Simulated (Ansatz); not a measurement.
# Au: the cost of one run

Method: DFT PBEsol, scalar-relativistic, plane waves, PAW, in Ansatz 0.2.0.

1 further run of the same task is left out (set aside as unsound or not needed).

## (1) Starting point

It takes space group Fm-3m (No. 225, cubic). Conventional cell: a = 4.084 Å, b = 4.084 Å, c = 4.084 Å, α = 90.00°, β = 90.00°, γ = 90.00°. Au (site symmetry m-3m) has 12 Au at 2.89 Å as nearest neighbours.

Structure file:

```
CELL_PARAMETERS angstrom
0.00000 2.04188 2.04188
2.04188 0.00000 2.04188
2.04188 2.04188 0.00000
ATOMIC_POSITIONS crystal
Au 0.00000 0.00000 0.00000
```

This cell was relaxed beforehand with the same method: volume 17.03 Å³/atom, gap on the mesh none (metal).

## (2) Bulk reference on the slab's mesh

The input, input.yaml:

```yaml
crystal:
  lattice:
    - [2.8876514431, 0.0, 0.0]
    - [0.0, 2.8876514431, 0.0]
    - [1.4438257216, 1.4438257216, 2.0418779171]
  atoms:
    - { symbol: Au, position: [0.0, 0.0, 0.0] }
basis:
  ecutwfc: 420
kpoints:
  mp_grid: { grid: [12, 12, 17] }
hamiltonian:
  xc: pbesol
scf:
  occupations: { method: gaussian, width: 0.1 }
output:
  forces: true
  stress: true
  eigenvalues: true
```

Started as:

```bash
$ ansatz run input.yaml --threads 2 --pin off --max-ram 5120MiB --backend cpu --events-out ev --progress --plain --runs-dir out
```

Q: Estimate wall time and peak memory on 2 threads of Arm Neoverse V1, shared host.

About 4.1 s, with a peak of 0.41 GiB.
